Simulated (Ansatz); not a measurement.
# Te4: the cost of one run

Computed with Ansatz 0.2.0 (the levels named in each step, unless a step's input says otherwise).

### Step 1. Starting point

Bond lengths: Te1–Te2 2.725 Å, Te2–Te3 2.725 Å, Te1–Te4 2.725 Å, Te3–Te4 2.725 Å. Angles: Te1–Te2–Te3 90.0°, Te2–Te1–Te4 90.0°, Te2–Te3–Te4 90.0°, Te1–Te4–Te3 90.0°.

As a file:

```xyz
4

Te    0.3848   -1.8847    0.1103
Te    1.7686    0.3992    0.6520
Te   -0.3848    1.8847   -0.1103
Te   -1.7686   -0.3992   -0.6520
```

### Step 2. A rough first relaxation, PBE-D4/def2-SVP

This run stands in another session on the same molecule. It ended at:

```xyz
4

Te    0.3880   -1.9006    0.1113
Te    1.7835    0.4026    0.6575
Te   -0.3880    1.9006   -0.1113
Te   -1.7835   -0.4026   -0.6575
```

### Step 3. Relaxation, HF/def2-SVP

Contents of input.yaml:

```yaml
crystal:
  periodic: [false, false, false]
  atoms:
    - { symbol: Te, position_ang: [0.38802512, -1.90057505, 0.11126049] }
    - { symbol: Te, position_ang: [1.78346974, 0.4026081, 0.65749028] }
    - { symbol: Te, position_ang: [-0.38802512, 1.90057505, -0.11126049] }
    - { symbol: Te, position_ang: [-1.78346974, -0.4026081, -0.65749028] }
total_charge: 2
basis:
  gaussian: { orbitals: def2-SVP }
hamiltonian:
  xc: hf
relax:
  f_tol: 0.002
  max_steps: 150
```

The run is started by

```console
ansatz run input.yaml --threads 2 --pin off --max-ram 5120MiB --backend cpu --events-out ev --progress --plain --runs-dir out
```

Q: Estimate wall time and peak memory on 2 threads of Intel Xeon at 2.70GHz, shared host.

About 41 s, with a peak of 0.35 GiB.
